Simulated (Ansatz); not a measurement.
# B2Ru3: a closer look at a trial structure

This session takes a relaxed cell of B2Ru3 and sets out to see whether it has a gap, which orbitals make up the states near it and how charge is shared.

Program: Ansatz 0.2.0. Level of theory: DFT PBE, scalar-relativistic, plane waves, PAW. These are calculated values, not measurements.

## Step 1: The structure to begin with

The structure is trigonal, space group P-3m1 (No. 164). Conventional cell: a = 2.914 Å, b = 2.914 Å, c = 7.541 Å, α = 90.00°, β = 90.00°, γ = 120.00°. B (site symmetry 3m) is surrounded by 6 Ru at 2.12 to 2.20 Å. Around Ru (site symmetry 3m) lie 3 B at 2.12 Å. Ru (site symmetry -3m) has 6 B at 2.20 Å as nearest neighbours.

Coordinates:

```xyz
5
Lattice="2.9136 0.0000 0.0000 -1.4568 2.5233 0.0000 0.0000 0.0000 7.5414" Properties=species:S:1:pos:R:3 pbc="T T T"
B     1.4568    0.8411    6.1205
B     0.0000    1.6822    1.4209
Ru    1.4568    0.8411    2.7035
Ru    0.0000    1.6822    4.8379
Ru    0.0000    0.0000    0.0000
```

It is the end of an earlier relaxation with the same method, from a database cell with other species swapped in; it needn't be the stable form of this composition. At a tolerance of 0.05 Å it has space group P-3m1 (No. 164); it has 11.09 Å³/atom, an uncorrected energy of +0.00 eV/atom over the elements.

## Step 2: Static run: bands, density of states and charges

Contents of input.yaml:

```yaml
crystal:
  lattice:
    - [2.9136411476, 0.0, 0.0]
    - [-1.4568205738, 2.5232872513, 0.0]
    - [0.0, 0.0, 7.541384301]
  atoms:
    - { symbol: B, position: [0.6666666667, 0.3333333333, 0.8115893193] }
    - { symbol: B, position: [0.3333333333, 0.6666666667, 0.1884106807] }
    - { symbol: Ru, position: [0.6666666667, 0.3333333333, 0.3584900063] }
    - { symbol: Ru, position: [0.3333333333, 0.6666666667, 0.6415099937] }
    - { symbol: Ru, position: [0.0, 0.0, 0.0] }
basis:
  ecutwfc: 420
kpoints:
  mp_grid: { grid: [12, 12, 6] }
  band_path:
    path:
      - [[0.0, 0.0, 0.0], [0.5, 0.0, 0.0], [0.33333333, 0.33333333, 0.0], [0.0, 0.0, 0.0], [0.0, 0.0, 0.5], [0.5, 0.0, 0.5], [0.33333333, 0.33333333, 0.5], [0.0, 0.0, 0.5]]
      - [[0.5, 0.0, 0.5], [0.5, 0.0, 0.0]]
      - [[0.33333333, 0.33333333, 0.5], [0.33333333, 0.33333333, 0.0]]
    npoints: 14
hamiltonian:
  xc: pbe
scf:
  occupations: { method: gaussian, width: 0.1 }
  n_extra_bands: 12
output:
  forces: true
  stress: true
  eigenvalues: true
  populations: true
  dos: { projected: true, de: 0.02, nscf_kmesh: { grid: [15, 15, 8] } }
  bader: true
  write_density: true
  write_potential: true
  elf: true
  volumetric_format: npy
```

Command:

```bash
ansatz run input.yaml --threads 1 --pin off --max-ram 2560MiB --backend cpu --events-out ev --progress --plain --runs-dir out
```

What does the calculation give? Wanted: gap; states at the Fermi level; Bader charges.

The runs gave:

| quantity | value |
| --- | --- |
| gap | none (metal) |
| states at the Fermi level | 6.83 per eV per cell |
| Bader charges | B -0.12, Ru +0.02 to +0.19 e |

In words: There is no gap at this level. Of the projected weight within 0.25 eV of the Fermi level, the largest part is Ru 4d (92 %). Charge transfer between the atoms is small (Bader charges up to 0.2 e).
